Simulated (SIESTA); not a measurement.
The system is Te4Mo2WS2, a slab with vacuum.

```xyz
9
Lattice="3.4171 0.0000 0.0000 -1.7085 2.9593 0.0000 0.0000 0.0000 31.7443" Properties=species:S:1:pos:R:3 pbc="T T T"
W     0.0000    0.0000   18.3572
Te    0.0000    0.0000    9.1516
Te    0.0000    1.9729    5.5363
Te    0.0000    1.9729    1.8038
Te    0.0000    0.0000   12.8832
Mo    0.0000    1.9729   11.0160
Mo    0.0000    0.0000    3.6683
S     0.0000    1.9729   19.8610
S     0.0000    1.9729   16.8550
```

* Program: SIESTA 5.4.2
* Task: single point
* Functional: PBEsol
* Potentials or basis: PseudoDojo 0.4 standard (PBEsol files)
* Basis: DZP (energy shift 0.003 Ry; two zetas on semicore shells)
* Grid cutoff: 800 Ry
* Energy shift: 0.003 Ry
* k mesh: 9 × 9 × 1
* Occupations: fermi-dirac, width 0.05 eV
* Spin: no spin polarisation

On this cell: largest force 0.121 eV/Å; band gap on the k mesh 0.12 eV, direct.

The same run follows on a disturbed copy (atoms moved at random, drawn with an rms of 0.05 Å):

```
W Te Mo S
1.0
     3.41708    0.00000    0.00000
    -1.70854    2.95928    0.00000
     0.00000    0.00000   31.74429
W Te Mo S
1 4 2 2
Cartesian
  0.0263 -0.0062 18.3859
  -0.0594 -0.0370 9.1398
  0.0466 1.9900 5.5341
  0.0012 1.9656 1.8508
  -0.0110 -0.0056 12.9557
  0.0254 1.9532 11.0756
  0.0324 0.0180 3.7360
  -0.0211 1.9880 19.8378
  0.0076 1.9676 16.8394
```

Question: What changes?

Answer: The energy moves by +14.3 meV/atom; largest force 1.400 eV/Å; band gap on the k mesh 0.09 eV, indirect (least direct gap 0.16 eV).

Forces in eV/Å, atoms in the order of the input:
```
W   -0.575  0.207 -1.259
Te   0.498  0.119  0.646
Te  -0.113  0.009  1.006
Te   0.194  0.163  0.103
Te   0.251 -0.089 -0.127
Mo  -0.736 -0.022 -0.510
Mo  -0.093 -0.179 -1.041
S    0.440 -0.201  0.652
S    0.136 -0.007  0.532
```

Stress tensor (GPa, compression positive):
```
-1.12  0.10 -0.27
 0.10 -1.07 -0.46
-0.27 -0.46 -0.39
```

Caveats: short orbitals over semicore shells can move pressures by several GPa; spin-orbit coupling is left out, which moves the levels of the heavy elements; the basis of atomic orbitals isn't converged, which shifts pressures, moduli and gaps.

A k mesh can miss the band edges.
